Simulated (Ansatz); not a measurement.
# LiMgBN2: band gap under strain

Aim: follow the gap of LiMgBN2 built on the database structure prototype through these states: no strain; +3.6 % equal strain in all directions; -4.7 % shear in the xy plane. The table at the end shows which levels were run.

Code: Ansatz 0.2.0. PAW datasets, plane waves. The values are computed, spin-unpolarised, and not measurements.

### Step 1. The system as given

The unstrained cell was relaxed with r2SCAN; in each strained cell the atoms were relaxed again with r2SCAN. Names of k-points are those of the unstrained zone, where strain can split equivalent points. First state: no strain.

The symmetry is I-4m2 (No. 119, tetragonal); a = 3.770 Å, c = 8.857 Å in the conventional setting, 12.59 Å³ an atom. Li has 4 N at 2.08 Å; Mg has 4 N at 2.08 Å; B has 2 N at 1.34 Å; N has 1 B at 1.34 Å.

Structure file:

```cif
data_structure
_symmetry_space_group_name_H-M 'I-4m2'
_symmetry_Int_Tables_number 119
_cell_length_a 3.7702
_cell_length_b 3.7702
_cell_length_c 8.8570
_cell_angle_alpha 90.000
_cell_angle_beta 90.000
_cell_angle_gamma 90.000
_cell_volume 125.90
loop_
_atom_site_label
_atom_site_type_symbol
_atom_site_symmetry_multiplicity
_atom_site_Wyckoff_symbol
_atom_site_fract_x
_atom_site_fract_y
_atom_site_fract_z
_atom_site_occupancy
Li1 Li 2 d 0.50000 0.00000 0.25000 1
Mg1 Mg 2 c 0.00000 0.50000 0.25000 1
B1 B 2 b 0.50000 0.50000 0.00000 1
N1 N 4 e 0.50000 0.50000 0.15089 1
```

### Step 2. No strain: PBE

input.yaml

```yaml
crystal:
  lattice:
    - [-1.8851031254, 1.8851031254, 4.4285207955]
    - [1.8851031254, -1.8851031254, 4.4285207955]
    - [1.8851031254, 1.8851031254, -4.4285207955]
  atoms:
    - { symbol: Li, position: [0.25, 0.75, 0.5] }
    - { symbol: Mg, position: [0.75, 0.25, 0.5] }
    - { symbol: B, position: [0.5, 0.5, 0.0] }
    - { symbol: "N", position: [0.6508939405, 0.6508939405, 0.0] }
    - { symbol: "N", position: [0.3491060595, 0.3491060595, 0.0] }
kpoints:
  mp_grid: { grid: [10, 10, 10] }
  band_path:
    path:
      - [0.0, 0.0, 0.0]
      - [0.0, 0.0, 0.5]
      - [0.25, 0.25, 0.25]
      - [0.0, 0.5, 0.0]
      - [0.5, 0.5, -0.5]
      - [0.2952994427, 0.7047005573, -0.2952994427]
      - [-0.2952994427, 0.2952994427, 0.2952994427]
      - [-0.0905988853, 0.0905988853, 0.5]
      - [0.5, 0.5, -0.0905988853]
    npoints: 1
hamiltonian:
  xc: pbe
scf:
  occupations: { method: fermi_dirac, width: 0.02 }
  n_extra_bands: 5
output:
  forces: true
  stress: true
  eigenvalues: true
  write_density: true
  write_potential: true
  elf: true
  volumetric_format: npy
```

On the command line:

```
$ ansatz run input.yaml --threads 4 --pin off --max-ram 4608MiB --backend cpu --events-out ev --progress --plain --runs-dir out
```

Further steps of the session: No strain: r2SCAN; No strain: HSE06; +3.6 % equal strain in all directions: PBE; +3.6 % equal strain in all directions: r2SCAN; +3.6 % equal strain in all directions: HSE06; -4.7 % shear in the xy plane: PBE; -4.7 % shear in the xy plane: r2SCAN; -4.7 % shear in the xy plane: HSE06.

**Question.** What will these runs give?

The runs gave:

Least gap in eV (negative: overlap), with the change from the unstrained cell in brackets:

```
                                state  volume change (%)           PBE        r2SCAN         HSE06
                            no strain               +0.0          2.70          2.97          3.82
+3.6 % equal strain in all directions              +11.4  2.45 (-0.25)  2.72 (-0.25)  3.54 (-0.28)
         -4.7 % shear in the xy plane               -0.1  2.59 (-0.11)  2.86 (-0.11)  3.71 (-0.11)
```

What this shows: With HSE06, of the states in the table +3.6 % equal strain in all directions shifts the gap most, by -0.278 eV. PBE and HSE06 differ by 1.12 eV on the unstrained gap, and by at most 0.03 eV on its change: the two disagree on the size of the gap but agree on its response to strain.
